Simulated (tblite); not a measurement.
# H6O3Zn: the cost of one run

Computed with tblite 0.8.0 and PySCF 2.14.0; each step states its level. No surroundings beyond the atoms listed, unless a continuum is named. Atoms count from 0, parts from 1.

## Step 1: Starting point

10 atoms, charge 2, multiplicity 1; geometry: rigid parts in contact. Parts: 1 = atom 0, `[Zn+2]`, charge 2; 2 = atoms 1–3, `O`, charge 0; 3 = atoms 4–6, `O`, charge 0; 4 = atoms 7–9, `O`, charge 0.

## Step 2: Docking the parts with GFN2-xTB

The job: settings as JSON, then the geometry in Å.

```
{"job": {"kind": "dock", "xc": "GFN2-xTB", "basis": "xTB"}, "charge": 2, "multiplicity": 1, "parts": [{"atoms": "0-0", "charge": 2, "multiplicity": 1}, {"atoms": "1-3", "charge": 0, "multiplicity": 1}, {"atoms": "4-6", "charge": 0, "multiplicity": 1}, {"atoms": "7-9", "charge": 0, "multiplicity": 1}]}
Zn     0.520630     0.274032     0.622468
O      1.451589    -1.301967     0.362548
H      1.113139    -2.196073     0.151885
H      2.394798    -1.446695     0.585815
O     -1.287001     0.642942     0.320995
H     -1.568393     1.395836    -0.241081
H     -2.104427     0.181863     0.611371
O      1.518037     1.732588     1.080301
H      2.381754     1.969066     0.704787
H      1.257190     2.475145     1.650149
```

Level: GFN2-xTB search for minima from random contacts, gas phase.

On the command line:

```sh
> OMP_NUM_THREADS=1 python cluster_run.py task.json out
```

The driver reads the jobs from task.json and runs them one after another.

Q: Estimate the wall time of this first job on 1 thread of Intel Xeon Platinum 8375C at 2.90GHz, shared host.

About 22 s.
